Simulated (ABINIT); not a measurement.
**Si3C: single point with PBE**

Crystal: Si3C.

```
Si C
1.0
     4.91480    0.00000    0.00000
    -2.45740    4.25634    0.00000
     0.00000    0.00000    2.43311
Si C
3 1
Direct
  0.50000 0.00000 0.50000
  0.00000 0.50000 0.50000
  0.50000 0.50000 0.50000
  0.00000 0.00000 0.50000
```

The cell was built by a generator and needn't be a form met in nature.

```
Program             : ABINIT 10.8.3 (patched build)
Task                : single point
Functional          : PBE
Potentials or basis : PseudoDojo NC SR PBE v0.4 stringent
Cutoff              : 1007 eV
k mesh              : 4 × 4 × 8
Occupations         : fermi-dirac, width 0.05 eV
Spin                : no spin polarisation
```

| Quantity | Value |
| --- | --- |
| Pressure | 0.1 GPa |
| Band gap on the k mesh | none (metal or under the smearing width) |
| Valence electrons inside the program's atomic spheres | Si 1.78; C 3.30 |

Stress tensor (GPa, compression positive):
```
 2.32  0.00  0.00
 0.00  2.32  0.00
 0.00  0.00 -4.21
```

Levels at points of the mesh, in eV from the Fermi level:
| k point | band 6 | band 7 | band 8 | band 9 | band 10 | band 11 |
| --- | --- | --- | --- | --- | --- | --- |
| (0.00, 0.00, 0.00) | -6.40 | -6.40 | 4.18 | 4.18 | 4.27 | 6.87 |
| (0.50, 0.00, 0.00) | -1.90 | -1.71 | -0.46 | 1.23 | 2.34 | 4.38 |
| (0.00, 0.00, 0.50) | -3.25 | -1.76 | -1.47 | -1.47 | -0.66 | -0.66 |
| (0.50, 0.00, 0.50) | -4.14 | -2.31 | -1.97 | 0.56 | 1.74 | 3.31 |

It took 17 s on 1 thread of Intel(R) Xeon(R) 6975P-C (Granite Rapids) (shared host), peak memory 0.08 GiB.

Caveat: the k mesh is coarse (spacing up to 0.37 Å⁻¹), so the values aren't converged.
